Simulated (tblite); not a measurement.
# C4H7F3Si2: the cost of one run

The runs use tblite 0.8.0 and PySCF 2.14.0, with density-fitted response routines of our own; the level of theory stands in each step. All values are computed, except where a source is named. Atoms count from 0, in the outputs and in this text.

**1. The molecule as given**

16 atoms, charge 0, multiplicity 1; geometry from: force field or distance geometry start.

Bonds of the start (Å): C0–C1 1.56, C1–C2 1.27, C2–F3 1.44, C2–Si4 1.75, Si4–Si5 2.16, Si5–C6 1.87, C6–F7 1.39, C6–F8 1.39, Si5–C1 1.76, C0–H9 1.11, C0–H10 1.08, C0–H11 1.10, Si4–H12 1.48, Si4–H13 1.49, Si5–H14 1.48, C6–H15 1.08.

**2. Relaxing the molecule with GFN2-xTB**

Job settings and geometry (Å):

```
{"job": {"kind": "relax", "xc": "GFN2-xTB", "basis": "xTB"}, "charge": 0, "multiplicity": 1}
C     -1.699600    -1.453300     0.691400
C     -0.842400    -0.182400     0.411600
C     -1.276300     0.981900     0.158900
F     -2.659600     1.357600     0.050200
Si     0.159800     1.966100    -0.038000
Si     0.909100    -0.012300     0.399200
C      1.881000    -0.666300    -1.052200
F      2.567800     0.415900    -1.590400
F      2.860100    -1.578600    -0.683400
H     -2.430700    -1.239700     1.500500
H     -1.039700    -2.276200     0.920700
H     -2.267200    -1.583500    -0.247600
H      0.460200     2.999700     0.982200
H      0.553400     2.378200    -1.417700
H      1.642000    -0.058700     1.688600
H      1.174400    -1.039500    -1.785400
```

On the command line:

```bash
$ OMP_NUM_THREADS=1 python probes_run.py task.json out
```

One launch serves the whole session: the jobs run in the order shown.

Q: Estimate the wall time and peak memory of this first job on 1 thread of Arm Neoverse V2, shared host.

About 1.1 s, with a peak of 0.18 GiB.
